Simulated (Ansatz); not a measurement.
# C2F4O (trifluoroacetyl fluoride): PBE0/cc-pVDZ

Aim: the electronic atomisation energy of C2F4O (trifluoroacetyl fluoride) at PBE0/cc-pVDZ, from 4 runs. 

The results are computed with Ansatz 0.2.0.

51 further runs of the same task are left out: 51 set aside as unsound or not needed.

## (1) The structure to begin with

The species is C2F4O (7 atoms), meant as a singlet with charge 0. As SMILES, `O=C(F)C(F)(F)F`. The coordinates come from a PBE0-D4/def2-TZVP relaxation.

Bond lengths: O1–C2 1.172 Å, C2–F3 1.326 Å, C2–C4 1.542 Å, C4–F5 1.330 Å, C4–F6 1.330 Å, C4–F7 1.318 Å. Angles: O1–C2–F3 124.0°, O1–C2–C4 126.4°, F3–C2–C4 109.5°, C2–C4–F5 109.8°, C2–C4–F6 109.8°, C2–C4–F7 110.2°, F5–C4–F6 108.7°, F5–C4–F7 109.1°, F6–C4–F7 109.1°.

## (2) The energy at PBE0/cc-pVDZ

The input, run.yaml:

```yaml
crystal:
  periodic: [false, false, false]
  atoms:
    - symbol: O
      position_ang: [1.061180, -1.396170, 0.701140]
    - symbol: C
      position_ang: [0.088980, -0.798110, 0.435150]
    - symbol: F
      position_ang: [-1.136840, -1.201010, 0.739860]
    - symbol: C
      position_ang: [0.018150, 0.551850, -0.306440]
    - symbol: F
      position_ang: [-0.697880, 0.418270, -1.418740]
    - symbol: F
      position_ang: [-0.564330, 1.461580, 0.468830]
    - symbol: F
      position_ang: [1.230750, 0.963590, -0.619810]
basis:
  gaussian:
    orbitals: cc-pVDZ
hamiltonian:
  xc: pbe0
accuracy: high
output: {orbitals: {seedname: orbitals}}
```

The run is started by

```console
$ ansatz run run.yaml --threads 1 --pin off --max-ram 3480MiB --events-out events.jsonl --progress --plain --runs-dir runs
```

What it wrote:

```text
Warning: RAYON_NUM_THREADS=1 ignored (pool sized by the plan → 1); use --threads N
Functional definition: PBE0
  name "PBE0"
  parameter a = 0.25
  parameter kappa = 0.804
  parameter beta = 0.06672455060314922
  exchange = (1 - a)*pbe_x(kappa = kappa, mu = beta*pi^2/3) + a*exact_x
  correlation = pbe_c(beta = beta)
2166 factors; integrals over basis functions are off by at most 2.9e-9 eV
mean field evaluation 1: about -14969.6043 eV, gradient 5.4e1 eV
mean field evaluation 2: about -14957.9496 eV, gradient 9.9e1 eV
mean field evaluation 4: about -14974.0964 eV, gradient 4.8e0 eV
mean field evaluation 8: about -14974.4328 eV, gradient 5.2e-1 eV
mean field evaluation 16: about -14974.4332 eV, gradient 1.1e-4 eV
mean field -14974.43324316 eV, -550.3002716507 hartree, gradient 6.2e-8 eV, S^2 0.000000; 0 other end points of the search recorded, 0 dependent functions left out
reference -14974.43324427 eV, -550.3002716916 hartree; 28, 28 occupied and 70, 70 virtual orbitals, 2166 factors
Total energy: -14974.43324427 eV, -550.3002716916 hartree
```

Wall time 7.2 s (1 thread of Arm Neoverse V2, shared host); peak memory 0.36 GiB.

## (3) The C atom, same level

The input, run.yaml:

```yaml
crystal:
  periodic: [false, false, false]
  atoms:
    - {symbol: C, position_ang: [0.000000, 0.000000, 0.000000]}
basis:
  gaussian:
    orbitals: cc-pVDZ
magnetization:
  spin_polarized: true
  initial_magnetization: 2
hamiltonian:
  xc: pbe0
accuracy: high
```

Run the same way, it converges to -37.79901 Eh (log not shown).

## (4) The F atom at the same level

The input, run.yaml:

```yaml
crystal:
  periodic: [false, false, false]
  atoms:
    - {symbol: F, position_ang: [0.000000, 0.000000, 0.000000]}
basis:
  gaussian:
    orbitals: cc-pVDZ
magnetization:
  spin_polarized: true
  initial_magnetization: 1
hamiltonian:
  xc: pbe0
accuracy: high
```

Run the same way, it converges to -99.63567 Eh (log not shown).

## (5) The O atom at the same level

The input, input.yaml:

```yaml
crystal:
  periodic: [false, false, false]
  atoms:
    - {symbol: O, position_ang: [0.000000, 0.000000, 0.000000]}
basis:
  gaussian:
    orbitals: cc-pVDZ
magnetization:
  spin_polarized: true
  initial_magnetization: 2
hamiltonian:
  xc: {name: PBE0}
accuracy: high
```

Run the same way, it converges to -74.99304 Eh (log not shown).

## (6) Outcome

Level: PBE0/cc-pVDZ.

| quantity | value |
| --- | --- |
| molecule: total energy | -550.30027 Eh |
| molecule: HOMO energy | -9.73 eV |
| molecule: LUMO energy | -1.43 eV |
| molecule: HOMO–LUMO gap | 8.30 eV |
| C atom: total energy | -37.79901 Eh |
| C atom: ⟨S²⟩ | 2.003 |
| F atom: total energy | -99.63567 Eh |
| F atom: ⟨S²⟩ | 0.751 |
| O atom: total energy | -74.99304 Eh |
| O atom: ⟨S²⟩ | 2.002 |
| electronic atomisation energy | 31.743 eV |

**Reading.** Taking the molecule apart into free atoms costs 31.74 eV (732 kcal/mol), before zero-point energy and without spin-orbit coupling.
